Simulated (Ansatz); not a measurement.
# MoS2: the cost of one run

Method: DFT PBEsol+U (U = 8 eV, J = 0.7 eV on Mo d), plane waves, PAW, in Ansatz 0.2.0.

2 further runs of the same task are left out: 2 that didn't finish.

## 1. Starting point

It takes space group P6_3/mmc (No. 194, hexagonal). The conventional cell has a = 3.161 Å, b = 3.161 Å, c = 12.295 Å, α = 90.00°, β = 90.00°, γ = 120.00°. Around Mo (site symmetry -6m2) lie 6 S at 2.37 Å. S (site symmetry 3m) has 3 Mo at 2.37 Å as nearest neighbours.

As a file:

```xyz
6
Lattice="3.1610 0.0000 0.0000 -1.5805 2.7375 0.0000 0.0000 0.0000 12.2950" Properties=species:S:1:pos:R:3 pbc="T T T"
Mo    0.0000    1.8250    3.0737
Mo    1.5805    0.9125    9.2212
S     0.0000    1.8250    7.7151
S     1.5805    0.9125    1.5676
S     0.0000    1.8250   10.7274
S     1.5805    0.9125    4.5799
```

An earlier series on this cell reached its lowest free state from «ferromagnetic start, free, symmetry kept, no search», perhaps among other starts.

## 2. Ferromagnetic start, free, default search

Contents of input.yaml:

```yaml
crystal:
  lattice:
    - [3.16100152, 0.0, 0.0]
    - [-1.58050076, 2.73750762, 0.0]
    - [0.0, 0.0, 12.2949997]
  atoms:
    - { symbol: Mo, position: [0.3333333333, 0.6666666667, 0.25], spin: 2.0 }
    - { symbol: Mo, position: [0.6666666667, 0.3333333333, 0.75], spin: 2.0 }
    - { symbol: S, position: [0.3333333333, 0.6666666667, 0.6275] }
    - { symbol: S, position: [0.6666666667, 0.3333333333, 0.1275] }
    - { symbol: S, position: [0.3333333333, 0.6666666667, 0.8725] }
    - { symbol: S, position: [0.6666666667, 0.3333333333, 0.3725] }
basis:
  ecutwfc: 420
  ecutrho_ratio: 4
kpoints:
  mp_grid: { grid: [7, 7, 2] }
hamiltonian:
  xc: pbesol
  hubbard:
    sites:
      - { site: 0, l: d, u: 8.0, j: 0.7 }
      - { site: 1, l: d, u: 8.0, j: 0.7 }
scf:
  occupations: { method: gaussian, width: 0.05 }
output:
  forces: true
  stress: true
  eigenvalues: true
  populations: true
  hubbard: { sites: [{ site: 0, l: d }, { site: 1, l: d }] }
magnetization:
  spin_polarized: true
```

Run with:

```
$ ansatz run input.yaml --threads 4 --pin off --max-ram 6144MiB --backend cpu --events-out ev --progress --plain --runs-dir out
```

What time and memory should one allow on 4 threads of Arm Neoverse V1, shared host?

About 1.7 min, with a peak of 0.93 GiB.
